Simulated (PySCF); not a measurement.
# C2H6OSSi: the cost of one run

The runs use PySCF 2.14.0, with density-fitted response routines of our own; the level of theory stands in each step. All values are computed, except where a source is named. Atoms are numbered from 0 throughout.

## (1) The molecule as given

11 atoms, charge 0, multiplicity 1; geometry from: PBE0-D3(BJ)/def2-SVP.

Bonds of the start (Å): C0–C1 1.34, C1–S2 1.76, S2–Si3 2.16, Si3–O4 1.66, C0–H5 1.09, C0–H6 1.09, C1–H7 1.10, Si3–H8 1.49, Si3–H9 1.49, O4–H10 0.96.

## (2) Shielding tensors: PBE0/pcSseg-2

The job: settings as JSON, then the geometry in Å.

```
{"job": {"kind": "nmr", "xc": "PBE0", "basis": "pcSseg-2", "pop": false}, "charge": 0, "multiplicity": 1}
C     -1.932609    -0.097460     0.326838
C     -1.407682     0.263831    -0.847762
S      0.190376     0.948128    -1.152246
Si     1.351175     0.018052     0.412924
O      2.945272     0.120851    -0.029253
H     -1.408169     0.024345     1.278925
H     -2.936268    -0.528208     0.366632
H     -1.991172     0.155721    -1.768366
H      1.261177     0.729170     1.714683
H      0.842179    -1.379605     0.544334
H      3.184812    -0.276661    -0.871951
```

Method: GIAO PBE0/pcSseg-2 NMR shielding, non-relativistic, gas phase.

Launch:

```bash
$ OMP_NUM_THREADS=1 python probes_run.py task.json out
```

This one command runs all jobs of the session in turn.

Q: Estimate the wall time and peak memory of this first job on 1 thread of Arm Neoverse V1, shared host.

About 31 s, with a peak of 1.1 GiB.
